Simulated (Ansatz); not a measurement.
# BF3H3N: the cost of one run

Method: RKS BHLYP/def2-SVP, in Ansatz 0.2.0.

## (1) The starting structure

Bond lengths: B1–N2 1.800 Å, B1–F3 1.311 Å, B1–F4 1.311 Å, B1–F6 1.681 Å, N2–H7 1.007 Å, N2–H8 1.006 Å. Angles: B1–N2–H7 115.2°, B1–N2–H8 115.2°, H7–N2–H8 112.3°, N2–B1–F3 114.4°, N2–B1–F4 114.1°, N2–B1–F6 81.9°, F3–B1–F4 121.2°, F3–B1–F6 109.0°, F4–B1–F6 108.8°.

As a file:

```xyz
8

B    -0.1333   -0.8599    0.0196
N    -0.2208    0.9352    0.1256
F    -0.8628   -1.3819   -0.9363
F    -0.0005   -1.4593    1.1781
H     0.9768    0.6007   -0.3661
F     1.3954   -0.5112   -0.5876
H    -0.8860    1.3694   -0.4930
H    -0.2688    1.3069    1.0596
```

## (2) Pulling towards end A

Springs on the bonds that form and break draw the guess towards this end; the thresholds are loose.

Input file input.yaml:

```yaml
crystal:
  periodic: [false, false, false]
  atoms:
    - { symbol: B, position_ang: [-0.1333, -0.8599, 0.0196] }
    - { symbol: "N", position_ang: [-0.2208, 0.9352, 0.1256] }
    - { symbol: F, position_ang: [-0.8628, -1.3819, -0.9363] }
    - { symbol: F, position_ang: [-0.0005, -1.4593, 1.1781] }
    - { symbol: H, position_ang: [0.9768, 0.6007, -0.3661] }
    - { symbol: F, position_ang: [1.3954, -0.5112, -0.5876] }
    - { symbol: H, position_ang: [-0.886, 1.3694, -0.493] }
    - { symbol: H, position_ang: [-0.2688, 1.3069, 1.0596] }
basis:
  gaussian: { orbitals: def2-SVP }
hamiltonian:
  xc: { name: BHLYP }
relax:
  f_tol: 0.15
  max_steps: 25
  restrain:
    - { distance: [0, 5], at: 2.71, k: 30.0 }
    - { distance: [4, 1], at: 2.32, k: 30.0 }
    - { distance: [0, 1], at: 1.55, k: 30.0 }
    - { distance: [4, 5], at: 0.88, k: 30.0 }
```

Launch:

```
$ ansatz run input.yaml --threads 2 --pin off --max-ram 3072MiB --backend cpu --events-out ev --progress --plain --runs-dir out
```

Q: Estimate wall time and peak memory on 2 threads of Arm Neoverse V2, shared host.

About 14 s, with a peak of 0.16 GiB.
